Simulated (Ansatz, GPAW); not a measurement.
NaI: PBE in single-zeta orbitals, run from Python

These are simulated results from GPAW 26.7.0, not measurements. The cell was built from a prototype and was relaxed with r2SCAN in plane waves (Ansatz 0.2.0). Not every such cell is a known phase. All runs are without spin polarisation.

It is cubic, Fm-3m (No. 225); conventional cell a = 6.459 Å, 33.69 Å³ an atom. Na has 6 I at 3.23 Å; I has 6 Na at 3.23 Å.

The basis is minimal: single zeta, one radial function for each shell that the log's basis lists. It describes the filled bands fairly and the empty ones poorly.

Input script:

```python
import json
from ase import Atoms
from gpaw import GPAW, PW, FermiDirac

atoms = Atoms(['Na', 'I'],
              cell=[[0.0, 3.22972056, 3.22972056], [3.22972056, 0.0, 3.22972056], [3.22972056, 3.22972056, 0.0]],
              scaled_positions=[[0.0, 0.0, 0.0], [0.5, 0.5, 0.5]],
              pbc=True)
calc = GPAW(mode='lcao', basis='sz(dzp)', h=0.2, xc='PBE', kpts={'size': (4, 4, 4), 'gamma': True},
            occupations=FermiDirac(0.02), maxiter=100, legacy_gpaw=True, txt='gpaw.txt')
atoms.calc = calc
res = {'energy': atoms.get_potential_energy(force_consistent=True)}
res['electrons'] = calc.get_number_of_electrons()
res['k'] = calc.get_ibz_k_points().tolist()
res['levels'] = [calc.get_eigenvalues(kpt=i).tolist() for i in range(len(res['k']))]
points = [[0.0, 0.0, 0.0], [0.5, 0.0, 0.5], [0.625, 0.25, 0.625], [0.375, 0.375, 0.75], [0.5, 0.5, 0.5], [0.5, 0.25, 0.75]]
bands = calc.fixed_density(kpts=points, symmetry='off', txt='bands.txt')
res['points'] = [bands.get_eigenvalues(kpt=i).tolist() for i in range(len(points))]
json.dump(res, open('results.json', 'w'))
print('free energy (eV):', round(res['energy'], 5))
```

Command: `python run.py`. It took 9.2 s on 1 thread of Arm Neoverse V1 (shared host), peak memory 0.16 GiB.

The log gpaw.txt, trimmed of paths, versions and times, then the last line on the terminal. An iter line gives the energy in eV and the logarithms of the changes of orbitals (plane waves alone) and density (c: converged):

```
___ ___ ___ _ _ _
 |   |   |_  | | | |

 | | | | | . | | | |

 |__ |  _|___|_____|  26.7.0
 |___|_|

Input parameters:
  basis: sz(dzp)
  h: 0.2
  kpts: {gamma: True,
         size: (4, 4, 4)}
  maxiter: 100
  mode: lcao
  occupations: {fixmagmom: False,
                name: fermi-dirac,
                width: 0.02}
  xc: PBE

System changes: positions, numbers, cell, pbc, initial_charges, initial_magmoms

Initialize ...

species:
  Na:
    name:    Sodium
    Z:       11.0
    valence: 7
    core:    4
    charge:  0.0  # [|e|]
    compensation charges:
      type: gauss
      rc: 0.37  # [Å]
      lmax: 2
    cutoffs:
      filter: 2.17  # [Å]
      core: 2.59  # [Å]
    projectors
    | kind |    occ | energy [eV] | rcut [Å] |

    |------|--------|-------------|----------|

    |   3s |  1.000 |      -2.744 |    1.201 |

    |   2p |  6.000 |     -28.672 |    1.217 |

    |   3p |  0.000 |      -0.743 |    1.217 |

    |    s |        |      24.468 |    1.201 |

    |    d |        |       0.000 |    1.238 |

    LCAO basis set for Na:
      Name: sz(dzp)
      Number of radial functions: 3
      Number of spherical harmonics: 7
        l=0, rc=11.4062 Bohr: 3s-sz confined orbital
        l=1, rc=3.6719 Bohr: 2p-sz confined orbital
        l=1, rc=15.9375 Bohr: 3p-sz confined orbital
      Number of RI-basis functions 0

  I:
    name:    Iodine
    Z:       53.0
    valence: 7
    core:    46
    charge:  0.0  # [|e|]
    compensation charges:
      type: gauss
      rc: 0.37  # [Å]
      lmax: 2
    cutoffs:
      filter: 2.06  # [Å]
      core: 2.90  # [Å]
    projectors
    | kind |    occ | energy [eV] | rcut [Å] |

    |------|--------|-------------|----------|

    |   5s |  2.000 |     -17.382 |    1.164 |

    |   5p |  5.000 |      -7.088 |    1.164 |

    |    s |        |       9.829 |    1.164 |

    |    p |        |      20.123 |    1.164 |

    |    d |        |       0.000 |    1.164 |

    LCAO basis set for I:
      Name: sz(dzp)
      Number of radial functions: 2
      Number of spherical harmonics: 4
        l=0, rc=5.8750 Bohr: 5s-sz confined orbital
        l=1, rc=7.5156 Bohr: 5p-sz confined orbital
      Number of RI-basis functions 0

Reference energy: -197959.406164  # eV

Spin-paired calculation

Convergence criteria:
 Maximum [total energy] change in last 3 cyles: 0.0005 eV / valence electron
 Maximum integral of absolute [dens]ity change: 0.0001 electrons / valence electron
 Maximum integral of absolute [eigenst]ate change: 4e-08 eV^2 / valence electron
 Maximum number of scf [iter]ations: 100
 (Square brackets indicate name in SCF output, whereas a 'c' in
 the SCF output indicates the quantity has converged.)

Symmetries present (total): 48

  ( 1  0  0)  ( 1  0  0)  ( 1  0  0)  ( 1  0  0)  ( 1  0 -1)  ( 1  0 -1)
  ( 1  0 -1)  ( 1 -1  0)  ( 0  1  0)  ( 0  0  1)  ( 1  0  0)  ( 1 -1  0)
  ( 1 -1  0)  ( 1  0 -1)  ( 0  0  1)  ( 0  1  0)  ( 1 -1  0)  ( 1  0  0)

  ( 1  0 -1)  ( 1  0 -1)  ( 1 -1  0)  ( 1 -1  0)  ( 1 -1  0)  ( 1 -1  0)
  ( 0  1 -1)  ( 0  0 -1)  ( 1  0  0)  ( 1  0 -1)  ( 0 -1  1)  ( 0 -1  0)
  ( 0  0 -1)  ( 0  1 -1)  ( 1  0 -1)  ( 1  0  0)  ( 0 -1  0)  ( 0 -1  1)

  ( 0  1  0)  ( 0  1  0)  ( 0  1  0)  ( 0  1  0)  ( 0  1 -1)  ( 0  1 -1)
  ( 1  0  0)  ( 0  1 -1)  ( 0  0  1)  (-1  1  0)  ( 1  0 -1)  ( 0  1  0)
  ( 0  0  1)  (-1  1  0)  ( 1  0  0)  ( 0  1 -1)  ( 0  0 -1)  (-1  1  0)

  ( 0  1 -1)  ( 0  1 -1)  ( 0  0  1)  ( 0  0  1)  ( 0  0  1)  ( 0  0  1)
  ( 0  0 -1)  (-1  1  0)  ( 1  0  0)  ( 0  1  0)  ( 0 -1  1)  (-1  0  1)
  ( 1  0 -1)  ( 0  1  0)  ( 0  1  0)  ( 1  0  0)  (-1  0  1)  ( 0 -1  1)

  ( 0  0 -1)  ( 0  0 -1)  ( 0  0 -1)  ( 0  0 -1)  ( 0 -1  1)  ( 0 -1  1)
  ( 1  0 -1)  ( 0  1 -1)  ( 0 -1  0)  (-1  0  0)  ( 1 -1  0)  ( 0  0  1)
  ( 0  1 -1)  ( 1  0 -1)  (-1  0  0)  ( 0 -1  0)  ( 0 -1  0)  (-1  0  1)

  ( 0 -1  1)  ( 0 -1  1)  ( 0 -1  0)  ( 0 -1  0)  ( 0 -1  0)  ( 0 -1  0)
  ( 0 -1  0)  (-1  0  1)  ( 1 -1  0)  ( 0  0 -1)  ( 0 -1  1)  (-1  0  0)
  ( 1 -1  0)  ( 0  0  1)  ( 0 -1  1)  (-1  0  0)  ( 1 -1  0)  ( 0  0 -1)

  (-1  1  0)  (-1  1  0)  (-1  1  0)  (-1  1  0)  (-1  0  1)  (-1  0  1)
  ( 0  1  0)  ( 0  1 -1)  (-1  0  1)  (-1  0  0)  ( 0  0  1)  ( 0 -1  1)
  ( 0  1 -1)  ( 0  1  0)  (-1  0  0)  (-1  0  1)  ( 0 -1  1)  ( 0  0  1)

  (-1  0  1)  (-1  0  1)  (-1  0  0)  (-1  0  0)  (-1  0  0)  (-1  0  0)
  (-1  1  0)  (-1  0  0)  ( 0  0 -1)  ( 0 -1  0)  (-1  1  0)  (-1  0  1)
  (-1  0  0)  (-1  1  0)  ( 0 -1  0)  ( 0  0 -1)  (-1  0  1)  (-1  1  0)

64 k-points: 4 x 4 x 4 Monkhorst-Pack grid + [1/8,1/8,1/8]
8 k-points in the irreducible part of the Brillouin zone
       k-points in crystal coordinates                weights
   0:     0.00000000    0.00000000    0.00000000          1/64
   1:     0.25000000    0.25000000    0.00000000          6/64
   2:     0.25000000    0.25000000    0.25000000          8/64
   3:     0.50000000    0.25000000   -0.25000000          6/64
   4:     0.50000000    0.25000000    0.25000000         12/64
   5:     0.50000000    0.50000000    0.00000000          3/64
   6:     0.50000000    0.50000000    0.25000000         24/64
   7:     0.50000000    0.50000000    0.50000000          4/64

Wave functions: LCAO
  Diagonalizer: Serial LAPACK
  Atomic Correction: dense with blas
  Data-type: complex

Occupation numbers: Fermi-Dirac:
  width: 0.0200  # eV

Eigensolver
   LCAO using direct dense diagonalizer

Densities:
  Coarse grid: 20*20*20 grid
  Fine grid: 40*40*40 grid
  Total Charge: 0.000000

Density mixing:
  Method: separate
  Backend: msr1
  Linear mixing parameter: 0.05
  old densities: 10
  Width of damping distribution: 1.1
  Damping of long wavelength oscillations: 20

Hamiltonian:
  XC and Coulomb potentials evaluated on a 40*40*40 grid
  Using the PBE Exchange-Correlation functional
  Interpolation: tri-quintic (5. degree polynomial)
  Poisson solver: FastPoissonSolver using
    Stencil: 12*3+1=37 point O(h^6) finite-difference Laplacian
    FFT axes: [np.int64(0), np.int64(1), np.int64(2)]
    FST axes: []

XC parameters: PBE with 2 nearest neighbor stencil

Memory estimate:
  Process memory now: 113.51 MiB
  Calculator: 20.80 MiB
    Density: 10.56 MiB
      Arrays: 1.59 MiB
      Localized functions: 7.76 MiB
      Mixer: 1.22 MiB
    Hamiltonian: 1.61 MiB
      Arrays: 1.04 MiB
      XC: 0.00 MiB
      Poisson: 0.00 MiB
      vbar: 0.57 MiB
    Wavefunctions: 8.62 MiB
      C [qnM]: 0.01 MiB
      S, T [2 x qmm]: 0.03 MiB
      P [aqMi]: 0.00 MiB
      BasisFunctions: 8.58 MiB
      Eigensolver: 0.00 MiB

Total number of cores used: 1

Number of atoms: 2
Number of atomic orbitals: 11
Number of bands in calculation: 11
Number of valence electrons: 14
Bands to converge: occupied
Positions:
   0 Na     0.000000    0.000000    0.000000    ( 0.0000,  0.0000,  0.0000)
   1 I      3.229721    3.229721    3.229721    ( 0.0000,  0.0000,  0.0000)

Unit cell:
           periodic     x           y           z      points  spacing
  1. axis:    yes    0.000000    3.229721    3.229721    20     0.1865
  2. axis:    yes    3.229721    0.000000    3.229721    20     0.1865
  3. axis:    yes    3.229721    3.229721    0.000000    20     0.1865

  Lengths:   4.567515   4.567515   4.567515
  Angles:   60.000000  60.000000  60.000000

Effective grid spacing dv^(1/3) = 0.2035

iter:   1    -5.038272        c
iter:   2    -5.038520        c -1.55
iter:   3    -5.042546c       c -1.57
iter:   4    -5.042811c       c -2.33
iter:   5    -5.042786c       c -3.22
iter:   6    -5.042786c       c -4.16c

Converged after 6 iterations.

Energy contributions relative to reference atoms: (reference = -197959.406164)

Kinetic:        +17.390643
Potential:      -16.438274
External:        +0.000000
XC:              -6.005630
Entropy (-ST):   -0.000000
Local:           +0.010476
SIC:             +0.000000
--------------------------
Free energy:     -5.042786
Extrapolated:    -5.042786

Showing only first 2 kpts
 Kpt  Band  Eigenvalues  Occupancy
  0     5      0.85275    2.00000
  0     6      0.85342    2.00000
  0     7      4.45374    0.00000
  0     8     12.94608    0.00000

  1     5      0.45453    2.00000
  1     6      0.45494    2.00000
  1     7      6.33446    0.00000
  1     8     10.27953    0.00000

Fermi level: 2.56384

Gap: 3.600 eV
Transition (v -> c):
  (s=0, k=0, n=6, [0.00, 0.00, 0.00]) -> (s=0, k=0, n=7, [0.00, 0.00, 0.00])
No difference between direct/indirect transitions

free energy (eV): -5.04279
```

The gap in the log is over the mesh alone; results.json adds the listed points. PBE in single-zeta orbitals gives a gap of 3.60 eV. On the same cell, plane-wave PBE (Ansatz, 8×8×8 k points and the special points) gives a gap of 3.66 eV and r2SCAN a gap of 4.45 eV; on shared hosts these took about 3.2 and 7.4 core-seconds on the 2-atom cell, against 9.2 for the script. Spin-orbit coupling, left out in all these runs, can cut or reorder the gap by tenths of an eV, up to about 1 eV with Pb or Bi.

Spin-orbit coupling is left out, which matters wherever the heavy atoms make up the band edges.
